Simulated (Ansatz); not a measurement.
# C3H6AlN: the cost of one run

Method: RHF/def2-SVP, in Ansatz 0.2.0.

**1. The starting structure**

Bond lengths: C1–C2 1.454 Å, C2–C3 1.354 Å, C3–Al4 2.003 Å, C2–N5 1.412 Å, C3–N5 1.419 Å, C1–H6 1.078 Å, C1–H7 1.088 Å, C1–H8 1.165 Å, Al4–H9 1.668 Å, Al4–H10 1.523 Å, N5–H11 1.016 Å. Angles (14 of 18 angles, heavy atoms first): C1–C2–C3 150.6°, C1–C2–N5 147.6°, C3–C2–N5 61.7°, C2–C3–Al4 152.9°, C2–C3–N5 61.2°, Al4–C3–N5 145.8°, C2–N5–C3 57.2°, C2–C1–H6 112.8°, C2–C1–H7 110.8°, C2–C1–H8 105.5°, C3–Al4–H9 115.8°, C3–Al4–H10 123.5°, C2–N5–H11 150.9°, C3–N5–H11 151.8°.

Structure file:

```xyz
11

C    -1.5644   -1.2075    0.0352
C    -0.2275   -0.6922   -0.2107
C     0.6882    0.3009   -0.1225
Al    1.2835    2.1347    0.4196
N     1.0857   -0.9506   -0.6593
H    -1.6862   -1.5923    1.0353
H    -1.8488   -1.9246   -0.7327
H    -2.2754   -0.2892   -0.0621
H     0.1121    3.1071    1.1008
H     2.7091    2.6416    0.2435
H     1.7890   -1.5848   -1.0264
```

**2. Relaxing end A**

Contents of input.yaml:

```yaml
crystal:
  periodic: [false, false, false]
  atoms:
    - { symbol: C, position_ang: [-1.5644, -1.2075, 0.0352] }
    - { symbol: C, position_ang: [-0.2275, -0.6922, -0.2107] }
    - { symbol: C, position_ang: [0.6882, 0.3009, -0.1225] }
    - { symbol: Al, position_ang: [1.2835, 2.1347, 0.4196] }
    - { symbol: "N", position_ang: [1.0857, -0.9506, -0.6593] }
    - { symbol: H, position_ang: [-1.6862, -1.5923, 1.0353] }
    - { symbol: H, position_ang: [-1.8488, -1.9246, -0.7327] }
    - { symbol: H, position_ang: [-2.2754, -0.2892, -0.0621] }
    - { symbol: H, position_ang: [0.1121, 3.1071, 1.1008] }
    - { symbol: H, position_ang: [2.7091, 2.6416, 0.2435] }
    - { symbol: H, position_ang: [1.789, -1.5848, -1.0264] }
basis:
  gaussian: { orbitals: def2-SVP }
hamiltonian:
  xc: hf
relax:
  f_tol: 0.015
  max_steps: 40
```

Started as:

```sh
$ ansatz run input.yaml --threads 1 --pin off --max-ram 2048MiB --backend cpu --events-out ev --progress --plain --runs-dir out
```

**Question.** How long does this run take on 1 thread of an Arm CPU, shared host, and how much memory does it need?

About 85 s, with a peak of 0.2 GiB.
